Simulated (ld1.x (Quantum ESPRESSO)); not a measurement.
**A TM potential for tin, from input to tests**

Aim: build the potential from the settings below, then test how well it stands in for the atom: other configurations, scattering, ghost states and the plane-wave cutoff that it needs.

Method: ld1.x (Quantum ESPRESSO) 7.5, PBEsol, scalar-relativistic.

**1. The atom and the settings**

The settings as typed:

```json
{
  "element": "tin (Sn, Z = 50)",
  "type": "norm-conserving Troullier–Martins (Kleinman–Bylander form)",
  "frozen core": "[Kr] 4d10",
  "valence charge": "4",
  "reference configuration": "5s2 5p0 (charge +2)",
  "partial waves": "5s (bound): rc 1.55 bohr; 5p (bound, empty): rc 2.45 bohr; 5d channel at 0.3 Ry: rc 2.10 bohr",
  "local potential": "the d channel",
  "core correction": "a·sin(br)/r model core inside 1.50 bohr"
}
```

The outer shells as boxes (Hund's rule for the drawing; the calculation is spin-unpolarised):

```
[Kr] core
4d [↑↓][↑↓][↑↓][↑↓][↑↓]
5s [↑↓]
5p [  ][  ][  ]
```

An earlier all-electron run gives the scale for the radii.

All-electron outer shells of the reference configuration (PBEsol, scalar-relativistic, ld1.x):

```
shell  level (eV)  outermost node (bohr)  outermost maximum (bohr)
   5s      -26.16                   0.98                      1.94
   5p      -17.79                   1.08                      2.31
   5d       -8.42                   1.40                      3.58
   4f       -4.21                      –                      5.34
```

**2. Generation**

Sn.in

```
 &input
   title='Sn', zed=50., rel=1, dft='PBESOL', iswitch=3,
   config='[Kr] 4d10 5s2 5p0 5d-2',
   nld=3, rlderiv=2.65, eminld=-4.0, emaxld=5.0, deld=0.02
 /
 &inputp
   pseudotype=2, tm=.true., lloc=2,
   nlcc=.true., rcore=1.50,
   file_pseudopw='Sn.UPF', file_wfcaegen='ae.wfc', file_wfcncgen='nc.wfc', file_beta='beta', file_chi='chi'
 /
3
5S  1  0   2.00   0.00  1.55  1.55  0.0
5P  2  1   0.00   0.00  2.45  2.45  0.0
5D  3  2  -2.00   0.30  2.10  2.10  0.0
 &test
   configts(1)='5s2 5p0'
 /
```

Launch:

```
$ ld1.x < Sn.in > Sn.out
```

Output in Sn.out (without the banner and most projector matrices):

```text
     Program LD1 v.7.5
     --------------------------- All-electron run ----------------------------

     Sn
     scalar relativistic calculation

     atomic number is 50.00
     dft =PBESOL   lsd =0 sic =0 latt =0  beta=0.20 tr2=1.0E-14
     Exchange-correlation= PBESOL
                           (   1   4  10   8   0   0   0)
     mesh =1243 r(mesh) = 100.78374 a.u. xmin = -7.00 dx = 0.01250
     1 Ry =  13.60569312 eV, c = 137.03599908

     n l     nl                  e(Ry)          e(Ha)          e(eV)
     1 0     1S 1( 2.00)     -2132.6887     -1066.3443    -29016.7077
     2 0     2S 1( 2.00)      -323.0737      -161.5369     -4395.6421
     2 1     2P 1( 6.00)      -290.2059      -145.1029     -3948.4521
     3 0     3S 1( 2.00)       -63.3667       -31.6833      -862.1474
     3 1     3P 1( 6.00)       -52.6275       -26.3138      -716.0340
     4 0     4S 1( 2.00)       -11.1162        -5.5581      -151.2434
     4 1     4P 1( 6.00)        -7.8687        -3.9344      -107.0597
     3 2     3D 1(10.00)       -36.0833       -18.0416      -490.9381
     4 2     4D 1(10.00)        -3.1754        -1.5877       -43.2039
     5 0     5S 1( 2.00)        -1.9227        -0.9613       -26.1596
     5 1     5P 1( 0.00)        -1.3075        -0.6537       -17.7894

     final scf error:  8.8E-15 reached in  19 iterations

     Etot =  -12347.374720 Ry,   -6173.687360 Ha, -167994.591314 eV

     Ekin =   12890.987433 Ry,    6445.493717 Ha,  175390.819069 eV
     Encl =  -29803.181041 Ry,  -14901.590521 Ha, -405492.935336 eV
     Eh   =    4887.911651 Ry,    2443.955825 Ha,   66503.425930 eV
     Exc  =    -323.092762 Ry,    -161.546381 Ha,   -4395.900976 eV

     normalization and overlap integrals

     s(1S/1S) =  1.000000  <r> =   0.0291  <r2> =    0.0011  r(max) =   0.0188
     s(2S/2S) =  1.000000  <r> =   0.1256  <r2> =    0.0186  r(max) =   0.1068
     s(2P/2P) =  1.000000  <r> =   0.1096  <r2> =    0.0147  r(max) =   0.0853
     s(3S/3S) =  1.000000  <r> =   0.3396  <r2> =    0.1318  r(max) =   0.3090
     s(3P/3P) =  1.000000  <r> =   0.3379  <r2> =    0.1325  r(max) =   0.3013
     s(4S/4S) =  1.000000  <r> =   0.8185  <r2> =    0.7583  r(max) =   0.7412
     s(4P/4P) =  1.000000  <r> =   0.8857  <r2> =    0.8967  r(max) =   0.7890
     s(3D/3D) =  1.000000  <r> =   0.3147  <r2> =    0.1176  r(max) =   0.2498
     s(4D/4D) =  1.000000  <r> =   1.0920  <r2> =    1.4132  r(max) =   0.8829
     s(5S/5S) =  1.000000  <r> =   2.2079  <r2> =    5.4897  r(max) =   1.9406
     s(5P/5P) =  1.000000  <r> =   2.6599  <r2> =    8.0041  r(max) =   2.3117

     ------------------------ End of All-electron run ------------------------

     --------------------- Generating NC pseudopotential ---------------------

      Generating local pot.: lloc=2, matching radius rcloc =   2.1000

      Computing core charge for nlcc:

       r > 1.51 : true rho core
       r < 1.51 : rho core = a sin(br)/r    a=   7.67  b=   1.76

      Integrated core pseudo-charge :   8.90

      Wfc   5S  rcut= 1.550  Using Troullier-Martins method

      Wfc   5P  rcut= 2.430  Using Troullier-Martins method

     ------------------- End of pseudopotential generation -------------------

     [... the all-electron block is printed once more ...]


     Computing logarithmic derivative in   2.63596
     Computing logarithmic derivative in   2.63596
     Computing the partial wave expansion
     R is outside the sphere for l=    0 j= 0.00
     R is outside the sphere for l=    1 j= 0.00
       no projector for channel:   2

     ---------------------- Testing the pseudopotential ----------------------

     Sn
     scalar relativistic calculation

     atomic number is 50.00   valence charge is  4.00
     dft =PBESOL   lsd =0 sic =0 latt =0  beta=0.20 tr2=1.0E-14
     mesh =1243 r(mesh) = 100.78374 xmin = -7.00 dx = 0.01250

     n l     nl             e AE (Ry)        e PS (Ry)    De AE-PS (Ry)
     1 0     5S   1( 2.00)       -1.92269       -1.92269       -0.00001
     2 1     5P   1( 0.00)       -1.30750       -1.30750        0.00000

     eps = 5.1E-16  iter =  4

     Etot =  -12347.374720 Ry,   -6173.687360 Ha, -167994.591314 eV
     Etotps =   -16.155037 Ry,      -8.077519 Ha,    -219.800480 eV

     Ekin =       1.282306 Ry,       0.641153 Ha,      17.446660 eV
     Encl =      -5.762139 Ry,      -2.881070 Ha,     -78.397901 eV
     Ehrt =       1.626348 Ry,       0.813174 Ha,      22.127587 eV
     Ecxc =     -12.333994 Ry,      -6.166997 Ha,    -167.812532 eV
     (Ecc =     -10.810832 Ry,      -5.405416 Ha,    -147.088862 eV)
     Epseu=      -0.967558 Ry,      -0.483779 Ha,     -13.164294 eV

     ---------------------- End of pseudopotential test ----------------------
```

It took 2.3 s on 1 thread, shared host. (Generation and the later configuration tests together.)

Partial waves on a coarse radial grid (AE all-electron, PS pseudo):

```tsv
r (bohr)	5p AE	5p PS	5s AE	5s PS
0.123	-0.0165	0.0028	-0.0829	0.0701
0.245	0.2047	0.0113	0.2509	0.1312
0.368	0.0515	0.0258	0.0569	0.1776
0.490	-0.1765	0.0462	-0.2427	0.2059
0.613	-0.3067	0.0734	-0.3829	0.2202
0.735	-0.3156	0.1073	-0.3455	0.2288
0.858	-0.2379	0.1488	-0.1960	0.2428
0.980	-0.1145	0.1973	-0.0022	0.2724
1.103	0.0266	0.2533	0.1951	0.3276
1.225	0.1645	0.3148	0.3694	0.4124
1.348	0.2914	0.3809	0.5134	0.5196
1.470	0.4003	0.4476	0.6224	0.6225
1.593	0.4913	0.5124	0.7002	0.7002
1.715	0.5632	0.5707	0.7493	0.7493
1.838	0.6182	0.6199	0.7748	0.7748
1.960	0.6571	0.6571	0.7807	0.7807
2.083	0.6824	0.6822	0.7710	0.7710
2.205	0.6954	0.6953	0.7496	0.7496
2.328	0.6981	0.6981	0.7191	0.7191
2.450	0.6922	0.6922	0.6826	0.6826
2.573	0.6791	0.6791	0.6416	0.6416
2.695	0.6604	0.6604	0.5986	0.5986
2.818	0.6372	0.6372	0.5543	0.5543
2.940	0.6109	0.6109	0.5105	0.5105
3.063	0.5821	0.5821	0.4674	0.4674
3.185	0.5520	0.5520	0.4262	0.4262
```

**3. Testing the new file in other configurations**

Sn.test.in

```
 &input
   title='Sn', zed=50., rel=1, dft='PBESOL', iswitch=2,
   config='[Kr] 4d10 5s2 5p0 5d-2'
 /
 &test
   file_pseudo='Sn.UPF', nconf=8,
   configts(1)='5s2 5p0',
   configts(2)='5s2 5p2',
   configts(3)='5s2 5p1',
   configts(4)='5s1 5p0',
   configts(5)='5s0 5p4',
   configts(6)='5s2 5p1.5',
   configts(7)='5s1 5p2',
   configts(8)='5s1 5p3'
 /
```

Launch:

```
$ ld1.x < Sn.test.in > Sn.test.out
```

Sn.test.out, the pseudopotential blocks:

```text
     ---------------------- Testing the pseudopotential ----------------------

     Sn
     scalar relativistic calculation

     atomic number is 50.00   valence charge is  4.00
     dft =PBESOL   lsd =0 sic =0 latt =0  beta=0.20 tr2=1.0E-14
     mesh =1243 r(mesh) = 100.78374 xmin = -7.00 dx = 0.01250

     n l     nl             e AE (Ry)        e PS (Ry)    De AE-PS (Ry)
     1 0     5S   1( 2.00)       -1.92269       -1.92269       -0.00001
     2 1     5P   1( 0.00)       -1.30750       -1.30750        0.00000

     eps = 8.1E-15  iter =  3

     Etot =  -12347.374720 Ry,   -6173.687360 Ha, -167994.591314 eV
     Etotps =   -16.155037 Ry,      -8.077519 Ha,    -219.800479 eV

     Ekin =       1.282306 Ry,       0.641153 Ha,      17.446661 eV
     Encl =      -5.762139 Ry,      -2.881070 Ha,     -78.397900 eV
     Ehrt =       1.626348 Ry,       0.813174 Ha,      22.127587 eV
     Ecxc =     -12.333994 Ry,      -6.166997 Ha,    -167.812532 eV
     (Ecc =     -10.810832 Ry,      -5.405416 Ha,    -147.088862 eV)
     Epseu=      -0.967558 Ry,      -0.483779 Ha,     -13.164294 eV

     ---------------------- End of pseudopotential test ----------------------

     ---------------------- Testing the pseudopotential ----------------------

     Sn
     [...]
     n l     nl             e AE (Ry)        e PS (Ry)    De AE-PS (Ry)
     1 0     5S   1( 2.00)       -0.77871       -0.77300       -0.00572  !
     2 1     5P   1( 2.00)       -0.27257       -0.27061       -0.00196

     eps = 5.5E-15  iter =  7

     Etot =  -12348.908598 Ry,   -6174.454299 Ha, -168015.460794 eV
     Etotps =   -17.684582 Ry,      -8.842291 Ha,    -240.610996 eV
     dEtot_ae =      -1.533878 Ry
     dEtot_ps =      -1.529545 Ry,   Delta E=      -0.004334 Ry

     [...]
     ---------------------- End of pseudopotential test ----------------------

     ---------------------- Testing the pseudopotential ----------------------

     Sn
     [...]
     n l     nl             e AE (Ry)        e PS (Ry)    De AE-PS (Ry)
     1 0     5S   1( 2.00)       -1.31446       -1.30890       -0.00556  !
     2 1     5P   1( 1.00)       -0.75583       -0.75281       -0.00302

     eps = 6.2E-15  iter =  9

     Etot =  -12348.401615 Ry,   -6174.200807 Ha, -168008.562931 eV
     Etotps =   -17.180189 Ry,      -8.590094 Ha,    -233.748374 eV
     dEtot_ae =      -1.026895 Ry
     dEtot_ps =      -1.025151 Ry,   Delta E=      -0.001743 Ry

     [...]
     ---------------------- End of pseudopotential test ----------------------

     ---------------------- Testing the pseudopotential ----------------------

     Sn
     [...]
     n l     nl             e AE (Ry)        e PS (Ry)    De AE-PS (Ry)
     1 0     5S   1( 1.00)       -2.64305       -2.66478        0.02173  !
     2 1     5P   1( 0.00)       -1.96311       -1.97742        0.01431  !

     eps = 3.3E-15  iter =  4

     Etot =  -12345.095215 Ry,   -6172.547608 Ha, -167963.577076 eV
     Etotps =   -13.865202 Ry,      -6.932601 Ha,    -188.645682 eV
     dEtot_ae =       2.279504 Ry
     dEtot_ps =       2.289835 Ry,   Delta E=      -0.010331 Ry

     [...]
     ---------------------- End of pseudopotential test ----------------------

     ---------------------- Testing the pseudopotential ----------------------

     Sn
     [...]
     n l     nl             e AE (Ry)        e PS (Ry)    De AE-PS (Ry)
     1 0     5S   1( 0.00)       -0.90030       -0.90320        0.00290
     2 1     5P   1( 4.00)       -0.36025       -0.35987       -0.00038

     eps = 6.0E-15  iter =  7

     Etot =  -12347.861455 Ry,   -6173.930728 Ha, -168001.213682 eV
     Etotps =   -16.637927 Ry,      -8.318964 Ha,    -226.370529 eV
     dEtot_ae =      -0.486735 Ry
     dEtot_ps =      -0.482890 Ry,   Delta E=      -0.003845 Ry

     [...]
     ---------------------- End of pseudopotential test ----------------------

     ---------------------- Testing the pseudopotential ----------------------

     Sn
     [...]
     n l     nl             e AE (Ry)        e PS (Ry)    De AE-PS (Ry)
     1 0     5S   1( 2.00)       -1.03521       -1.02908       -0.00613  !
     2 1     5P   1( 1.50)       -0.50357       -0.50075       -0.00281

     eps = 6.0E-15  iter =  8

     Etot =  -12348.715617 Ry,   -6174.357808 Ha, -168012.835147 eV
     Etotps =   -17.492768 Ry,      -8.746384 Ha,    -238.001226 eV
     dEtot_ae =      -1.340897 Ry
     dEtot_ps =      -1.337730 Ry,   Delta E=      -0.003167 Ry

     [...]
     ---------------------- End of pseudopotential test ----------------------

     ---------------------- Testing the pseudopotential ----------------------

     Sn
     [...]
     n l     nl             e AE (Ry)        e PS (Ry)    De AE-PS (Ry)
     1 0     5S   1( 1.00)       -1.37992       -1.38002        0.00010
     2 1     5P   1( 2.00)       -0.80856       -0.80754       -0.00103

     eps = 4.1E-15  iter =  7

     Etot =  -12347.836621 Ry,   -6173.918311 Ha, -168000.875800 eV
     Etotps =   -16.615867 Ry,      -8.307934 Ha,    -226.070394 eV
     dEtot_ae =      -0.461901 Ry
     dEtot_ps =      -0.460830 Ry,   Delta E=      -0.001071 Ry

     [...]
     ---------------------- End of pseudopotential test ----------------------

     ---------------------- Testing the pseudopotential ----------------------

     Sn
     [...]
     n l     nl             e AE (Ry)        e PS (Ry)    De AE-PS (Ry)
     1 0     5S   1( 1.00)       -0.84256       -0.84095       -0.00161
     2 1     5P   1( 3.00)       -0.31868       -0.31738       -0.00130

     eps = 7.6E-15  iter = 13

     Etot =  -12348.393493 Ry,   -6174.196746 Ha, -168008.452423 eV
     Etotps =   -17.171475 Ry,      -8.585738 Ha,    -233.629820 eV
     dEtot_ae =      -1.018773 Ry
     dEtot_ps =      -1.016438 Ry,   Delta E=      -0.002335 Ry

     [...]
     ---------------------- End of pseudopotential test ----------------------
```

Excitation and ionisation energies from 5s2 5p0, with the error of the potential. The frozen-core shift comes from a second all-electron run, not shown, with the core orbitals held at their reference shape; it is that run's ΔE less the relaxed one.

| valence configuration | charge | ΔE all-electron (eV) | error AE − PS (meV) | frozen-core shift (meV) |
| --- | --- | --- | --- | --- |
| 5s2 5p2 | 0 | -20.869 | -59 | +64 |
| 5s2 5p1 | +1 | -13.972 | -24 | +27 |
| 5s1 5p0 | +3 | 31.014 | -141 | +148 |
| 5s0 5p4 | 0 | -6.622 | -52 | +9.1 |
| 5s2 5p1.5 | +0.5 | -18.244 | -43 | +48 |
| 5s1 5p2 | +1 | -6.284 | -15 | +3.7 |
| 5s1 5p3 | 0 | -13.861 | -32 | +21 |

**4. Scattering by logarithmic derivatives**

Taken from the files of the generation run. The phase is arctan(r·u′/u) with u = r·R, unwrapped, with energies in Ry. A pole is an energy at which the radial function vanishes at the test radius. The pseudo phase is shifted by a multiple of π to meet the all-electron one at the reference energy. Levels narrower than the energy grid can be missing from the poles. The last column is the largest difference on the grid between −1 and +1 Ry.

| channel | radius (bohr) | reference (Ry) | poles AE | poles PS | window around the reference with phases within 0.05 rad (Ry) | largest difference near zero (rad) |
| --- | --- | --- | --- | --- | --- | --- |
| s | 2.64 | -1.92 | -0.71 | -0.70, 2.29 | below 1.1 | 0.020 |
| p | 2.64 | -1.31 | 0.54 | 0.57 | below 3.1 | 0.004 |
| d | 2.64 | 0.30 | -3.11, 2.80 | 1.62 | -0.4 to 1.0 | 0.050 |

Phases (rad) along the scan:

```tsv
E (Ry)	d AE	d PS	s AE	s PS
-4.00	1.323	-1.792	1.262	1.263
-3.52	1.243	-1.810	1.192	1.194
-3.04	-1.665	-1.834	1.052	1.055
-2.56	-1.804	-1.865	0.637	0.641
-2.08	-1.863	-1.909	-0.660	-0.660
-1.60	-1.931	-1.975	-1.299	-1.299
-1.12	-2.039	-2.085	-1.489	-1.488
-0.64	-2.253	-2.303	-1.582	-1.581
-0.16	-2.798	-2.836	-1.645	-1.644
0.32	-3.773	-3.773	-1.698	-1.702
0.80	-4.284	-4.313	-1.754	-1.774
1.28	-4.487	-4.566	-1.823	-1.929
1.76	-4.592	-4.791	-1.928	-3.653
2.24	-4.657	-5.855	-2.127	-4.689
2.72	-4.705	-7.479	-2.627	-4.832
3.20	-4.745	-7.666	-3.622	-4.930
3.68	-4.782	-7.741	-4.185	-5.050
4.16	-4.821	-7.786	-4.400	-5.255
4.64	-4.867	-7.818	-4.505	-5.717
```

**5. Cutoff and ghost test in a Bessel basis**

A separate test, outside the generator: the pseudo-atom's Hamiltonian at the reference potential is diagonalised in spherical Bessel functions j_l(qr) that vanish at 20 bohr, with q² up to the cutoff.

All-electron valence levels (Ry): 5s -1.9227, 5p -1.3075. The lowest levels of each channel (Ry) by cutoff; the last column sums, over occupied levels, occupation times the distance from the level at 400 Ry. A positive value at high cutoff is not a bound level.

```tsv
cutoff (Ry)	s #1	s #2	p #1	p #2	d #1	f #1	Σ f·Δε (mRy)
8	-29.2122	-1.8674	-1.3089	-0.5047	-0.6156	-0.2955	110.7
18	-43.6852	-1.8852	-6.0956	-1.3068	-0.6188	-0.2959	75.0
35	-44.1641	-1.9177	-9.9945	-1.3075	-0.6271	-0.2960	10.0
40	-44.1890	-1.9180	-10.0826	-1.3075	-0.6277	-0.2960	9.4
50	-44.5421	-1.9196	-10.1955	-1.3075	-0.6279	-0.2960	6.2
80	-44.7778	-1.9216	-10.2508	-1.3075	-0.6283	-0.2960	2.3
100	-44.8747	-1.9223	-10.2552	-1.3075	-0.6283	-0.2960	0.9
120	-44.8784	-1.9223	-10.2559	-1.3075	-0.6283	-0.2960	0.7
400	-44.8911	-1.9227	-10.2561	-1.3075	-0.6283	-0.2960	0.0
```

The sum stays within 10 mRy from 40 Ry and within 1 mRy from 100 Ry. The sum leaves out empty levels, which can need more. Ghost test: ghost states, bound below the all-electron valence or empty levels of the same l: s at -610.8 eV, p at -139.5 eV.

**6. What came out**

| quantity | value |
| --- | --- |
| cutoffs for 10 and 1 mRy, occupied levels | 40 Ry and 100 Ry |
| bound ghosts | s at -610.77 eV, p at -139.54 eV |
| largest test error (AE − PS) | -141 meV, for 5s1 5p0 |
| largest phase difference near zero energy, channels read | 0.050 rad |

A bound ghost (s, p) makes it unfit for use: electrons can fall into a state that the atom doesn't have. The worst unpolarised test, 5s1 5p0, is off by 141 meV on 31.0 eV; by total energies transferability rates as poor. Freezing the core accounts for most of it. By its cutoff, 40 Ry for the looser tolerance, it is of middling hardness. Of the channels read, d scatters worst near zero energy, by up to 0.05 rad.
